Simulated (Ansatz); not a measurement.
**ZnBrF: up Jacob's ladder to CCSD(T)**

An exercise on one series of results from a longer session: the logs are not shown, and one member is left open.

The runs use Ansatz 0.2.0, Gaussian basis; functionals in def2-TZVPP, the program's frozen cores in correlated methods.

The runs, in order: LDA (SPW92), PBE-D4, revPBE-D4, BLYP-D4, r2SCAN-D4, B97M-V, PBE0-D4, B3LYP-D4, r2SCANh-D4, r2SCAN0-D4, HSE06-D4, BHLYP-D4, CAM-B3LYP-D4, LC-ωPBE, ωB97X-V, ωB97M-V, B2PLYP, PBE-QIDH; CCSD(T)/def2-SVP; CCSD(T)/def2-TZVPP; MP2/def2-QZVPP; extrapolation to the limit; RPA on PBE.

## Structure used throughout

An earlier PBE0-D4 in a triple-zeta def2 set relaxation fixed the geometry.

SMILES `[F][Zn][Br]`, 3 atoms, charge 0, spin multiplicity 1.

Atoms are counted from 1 here; the program's logs count them from 0.

Bond lengths: F1–Zn2 1.742 Å, Zn2–Br3 2.210 Å. Angles: F1–Zn2–Br3 180.0°.

Set-up of the first run:

Contents of in.yaml:

```yaml
crystal:
  periodic: [false, false, false]
  atoms:
    - {symbol: F, position_ang: [-1.537561, 0.802315, -0.760513]}
    - {symbol: Zn, position_ang: [-0.129629, 0.046071, -0.066538]}
    - {symbol: Br, position_ang: [1.656289, -0.913186, 0.813752]}
basis:
  gaussian: {orbitals: def2-TZVPP}
hamiltonian: {xc: lda}
output: {orbitals: {seedname: orbitals}}
```

Command:

```bash
$ ansatz run in.yaml --threads 4 --pin off --events-out ev --progress --plain --max-ram 10444MiB
```

Among the steps run: LDA; PBE-D4 (GGA); revPBE-D4 (GGA); BLYP-D4 (GGA); r2SCAN-D4 (meta-GGA); B97M-V (meta-GGA); B3LYP-D4 (hybrid); r2SCANh-D4 (hybrid); r2SCAN0-D4 (hybrid); HSE06-D4 (hybrid); BHLYP-D4 (hybrid); CAM-B3LYP-D4 (range-separated); LC-ωPBE (range-separated); ωB97X-V (range-separated); ωB97M-V (range-separated); B2PLYP (double hybrid); PBE-QIDH (double hybrid).

One table of the session follows, with a row left open; its other results are not shown here.

It belongs to the step «Frontier levels by functional». 

| functional | HOMO (eV) | LUMO (eV) | gap (eV) |
| --- | --- | --- | --- |
| LDA (SPW92) | -7.80 | -3.10 | 4.70 |
| PBE-D4 | -7.59 | -2.79 | 4.80 |
| revPBE-D4 | -7.52 | -2.66 | 4.86 |
| BLYP-D4 | -7.43 | -2.79 | 4.64 |
| r2SCAN-D4 | -7.92 | -2.50 | 5.42 |
| B97M-V | ? | ? | ? |
| PBE0-D4 | -8.88 | -1.85 | 7.03 |
| B3LYP-D4 | -8.63 | -2.22 | 6.41 |
| r2SCANh-D4 | -8.39 | -2.16 | 6.24 |
| r2SCAN0-D4 | -9.10 | -1.67 | 7.43 |
| HSE06-D4 | -8.48 | -2.22 | 6.26 |
| BHLYP-D4 | -10.00 | -1.08 | 8.93 |
| CAM-B3LYP-D4 | -10.22 | -0.98 | 9.24 |
| LC-ωPBE | -11.60 | 0.37 | 11.97 |
| ωB97X-V | -11.23 | 0.18 | 11.41 |
| ωB97M-V | -11.10 | -0.07 | 11.03 |

Estimate the missing values for B97M-V.

**Answer.** HOMO (eV): -7.95; LUMO (eV): -2.66; gap (eV): 5.29. In the column «HOMO (eV)» it lies between r2SCANh-D4 (-8.39) and r2SCAN-D4 (-7.92).
